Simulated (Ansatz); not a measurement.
AlBFH5Si, SMILES F[B]([AlH2])[SiH3], a short molecular-dynamics run

Program: Ansatz 0.2.0, Python API.

Interactive session:
```pycon
>>> import ansatz as az
>>> from ase import Atoms
>>> import numpy as np
>>> atoms = Atoms(["F", "B", "Al", "Si", "H", "H", "H", "H", "H"], positions=[
...     (1.3457, -1.3153, -1.2957),
...     (0.476, -0.386, -0.5146),
...     (0.3937, 1.6367, -0.9536),
...     (-0.4976, -1.0744, 0.9528),
...     (1.2923, 2.212, -2.1669),
...     (-0.4804, 2.6249, -0.0583),
...     (-1.9677, -0.8013, 0.7189),
...     (-0.3279, -2.5205, 1.05),
...     (-0.1458, -0.4226, 2.2504),
... ])
>>> albfh5si = az.Crystal.molecule_from_ase(atoms)
>>> base = albfh5si.calculation()
>>> base = base.basis(gaussian="def2-SVP")
>>> base = base.functional("b3lyp").md("nvt_nose_hoover", timestep=0.5, steps=40, temperature=200, initial_velocities="maxwell_boltzmann", seed=71, thermostat_time=50)
>>> frames = []
>>> base.session().plan().execute(on_event=lambda e: frames.append(e["data"]) if e["event"] == "md_step" else None)
<ansatz.RunOutcome object at 0x...>
>>> print("t (fs)   E_pot (eV)      E_kin (eV)   T (K)   d(0-1) (A)")
t (fs)   E_pot (eV)      E_kin (eV)   T (K)   d(0-1) (A)
>>> for f in frames[::3]:
...     xyz = np.array(f["positions_ang"])
...     print(f"{f['time_fs']:6.2f} {f['lagrangian_ev']:14.5f} {f['e_kin_ev']:10.5f} {f['temperature_k']:8.1f} {np.linalg.norm(xyz[0] - xyz[1]):9.4f}")
...
  0.00   -17942.24156    0.18096    200.0    1.4933
  1.50   -17942.27816    0.21746    240.3    1.4781
  3.00   -17942.37506    0.31398    347.0    1.4493
  4.50   -17942.49748    0.43533    481.1    1.4087
  6.00   -17942.59362    0.52887    584.5    1.3596
  7.50   -17942.60511    0.53586    592.2    1.3068
  9.00   -17942.50260    0.42816    473.2    1.2577
 10.50   -17942.33880    0.26065    288.1    1.2207
 12.00   -17942.25106    0.17072    188.7    1.2040
 13.50   -17942.33985    0.25611    283.0    1.2115
 15.00   -17942.54586    0.45550    503.4    1.2410
 16.50   -17942.72300    0.62200    687.4    1.2853
 18.00   -17942.78537    0.66963    740.1    1.3354
 19.50   -17942.74035    0.60735    671.2    1.3837
>>> kept = np.array([f["conserved_ev"] for f in frames])
>>> print(f"conserved energy moves by at most {1000 * np.ptp(kept):.3f} meV")
conserved energy moves by at most 2.127 meV
>>> symbols = [site.symbol for site in albfh5si.cartesian_sites]
>>> with open("last_frame.xyz", "w") as handle:
...     handle.write(f"{len(symbols)}\nt = {frames[-1]['time_fs']} fs\n")
...     handle.writelines("{:2s} {:10.5f} {:10.5f} {:10.5f}\n".format(s, *xyz) for s, xyz in zip(symbols, frames[-1]["positions_ang"]))
...
14
```

`last_frame.xyz`, as written:
```text
9
t = 20.0 fs
F     1.33162   -1.23175   -1.28648
B     0.50338   -0.37370   -0.55629
Al    0.41587    1.63484   -0.99450
Si   -0.51976   -1.13617    0.99677
H     1.42553    2.25879   -2.09600
H    -0.54944    2.61762   -0.25297
H    -1.89523   -0.53908    0.82321
H    -0.64681   -2.62213    1.22038
H     0.03225   -0.55850    2.24249
```

Reading the output:
- Total energies depend on the basis set; only differences at equal settings carry meaning.
- The trajectory is only some femtoseconds long, so its temperature is not equilibrated; where the script doesn't relax first, it starts from a rough generated geometry.
- b3lyp holds the VWN-RPA fit, as in Gaussian; the form of ORCA and Turbomole is b3lyp5.
- The temperature counts the internal degrees of freedom alone.
- Run time: 2.5 min on 1 thread of Arm Neoverse V2, on a shared host, peak memory 0.24 GiB.

(Lines on the test bed's own set-up are left out of the output.)
